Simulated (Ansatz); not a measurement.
**Si2Ni: elastic constants**

Aim: the elastic tensor from the stress of slightly strained cells, and the moduli that follow. Runs: reference run (LAPW); ions clamped (LAPW). Companion runs by PAW are cited.

Program: Ansatz 0.2.0. Level of theory: DFT PBEsol, all-electron LAPW, scalar-relativistic unless said. These are calculated values, not measurements.

1 further run of the same task is left out (it didn't finish).

**1. The system as given**

Symmetry: Fm-3m, No. 225, cubic system. The conventional cell has a = 5.389 Å, b = 5.389 Å, c = 5.389 Å, α = 90.00°, β = 90.00°, γ = 90.00°. Around Si (site symmetry -43m) lie 4 Ni at 2.33 Å. Ni (site symmetry m-3m) is surrounded by 8 Si at 2.33 Å.

Structure file:

```cif
data_structure
_symmetry_space_group_name_H-M 'Fm-3m'
_symmetry_Int_Tables_number 225
_cell_length_a 5.3890
_cell_length_b 5.3890
_cell_length_c 5.3890
_cell_angle_alpha 90.000
_cell_angle_beta 90.000
_cell_angle_gamma 90.000
_cell_volume 156.50
loop_
_atom_site_label
_atom_site_type_symbol
_atom_site_symmetry_multiplicity
_atom_site_Wyckoff_symbol
_atom_site_fract_x
_atom_site_fract_y
_atom_site_fract_z
_atom_site_occupancy
Si1 Si 8 c 0.25000 0.75000 0.75000 1
Ni1 Ni 4 a 0.00000 0.00000 0.00000 1
```

Cartesian axes are those of the input's lattice vectors. The structure goes back to a database entry.

**2. Reference run, LAPW**

Input file input.yaml:

```yaml
crystal:
  lattice:
    - [0.0, 2.69449975864, 2.69449975864]
    - [2.69449975864, 0.0, 2.69449975864]
    - [2.69449975864, 2.69449975864, 0.0]
  atoms:
    - { symbol: Si, position: [0.25, 0.25, 0.25] }
    - { symbol: Si, position: [0.75, 0.75, 0.75] }
    - { symbol: Ni, position: [0.0, 0.0, 0.0] }
kpoints:
  mp_grid: { grid: [12, 12, 12] }
scf:
  occupations: { method: fermi_dirac, width: 0.08 }
hamiltonian:
  xc: pbesol
  pseudopotentials: { kind: all_electron, lapw: { basis_error: 0.0005 } }
elastic:
  mode: relaxed_ion
  stencil: two_point
  amplitude: 0.008
```

Started as:

```bash
$ ansatz run input.yaml --threads 2 --pin off --max-ram 5120MiB --backend cpu --events-out ev --progress --plain --runs-dir out
```

**3. Ions clamped, LAPW**

input.yaml, as its differences from that of step 2:

```diff
@@ -17,3 +17,3 @@
 elastic:
-  mode: relaxed_ion
+  mode: clamped_ion
   stencil: two_point
```

(Steps that only read results are left out.)

What does the calculation give? Wanted: C11; C12; C44; bulk, shear and Young's modulus; Debye temperature from sound speeds; universal anisotropy index.

As calculated:

| quantity | value |
| --- | --- |
| C11 (LAPW) | 199 GPa |
| C12 (LAPW) | 139 GPa |
| C44 (LAPW) | 76 GPa |
| bulk, shear and Young's modulus | 159, 53, 142 GPa |
| Debye temperature from sound speeds | 461 K |
| universal anisotropy index | 1.09 |

**Reading.** All eigenvalues are positive, so the crystal is mechanically stable; by LAPW K = 159 and G = 53 GPa, K/G = 3.02, on the ductile side of Pugh's rough line at 1.75, which was drawn for metals. Young's modulus runs from 86 to 197 GPa with direction. PAW's constants lie within 0.4 GPa of LAPW's. Letting the ions relax lowers C44 most, from 117 to 76 GPa. Cautions: responses of metals move with mesh and smearing.
